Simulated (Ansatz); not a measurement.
# Fe: the cost of one run

Program: Ansatz 0.2.0. Level of theory: DFT LDA, scalar-relativistic, plane waves, PAW. These are calculated values, not measurements.

### Step 1. The starting structure

The structure is hexagonal, space group P6_3/mmc (No. 194). The conventional cell has a = 2.406 Å, b = 2.406 Å, c = 3.805 Å, α = 90.00°, β = 90.00°, γ = 120.00°. Fe (site symmetry -6m2) has 12 Fe at 2.36 to 2.41 Å as nearest neighbours.

Coordinates:

```
CELL_PARAMETERS angstrom
2.40642 0.00000 0.00000
-1.20321 2.08402 0.00000
0.00000 0.00000 3.80547
ATOMIC_POSITIONS crystal
Fe 0.33333 0.66667 0.25000
Fe 0.66667 0.33333 0.75000
```

This cell comes from an earlier session at LDA: 9.542 Å³/atom at 0.00 GPa, on a 22×22×12 mesh.

Volume factors to run: 0.980, 1.020, 0.960, 1.040.

### Step 2. Volume × 0.980

input.yaml reads:

```yaml
crystal:
  lattice:
    - [2.3902675268, 0.0, 0.0]
    - [-1.1951337634, 2.0700324, 0.0]
    - [0.0, 0.0, 3.7799266821]
  atoms:
    - { symbol: Fe, position: [0.3333333333, 0.6666666667, 0.25] }
    - { symbol: Fe, position: [0.6666666667, 0.3333333333, 0.75] }
basis:
  ecutwfc: 420
  ecutrho_ratio: 4
kpoints:
  mp_grid: { grid: [22, 22, 12] }
hamiltonian:
  xc: lda
scf:
  occupations: { method: gaussian, width: 0.05 }
output:
  forces: true
  stress: true
  eigenvalues: true
relax:
  f_tol: 0.01
  max_steps: 40
  cell: { stress_tol: 0.1, fix: [volume] }
```

Command:

```
$ ansatz run input.yaml --threads 1 --pin off --max-ram 2560MiB --backend cpu --events-out ev --progress --plain --runs-dir out
```

What time and memory should one allow on 1 thread of Arm Neoverse V2, shared host?

About 25 s, with a peak of 0.41 GiB.
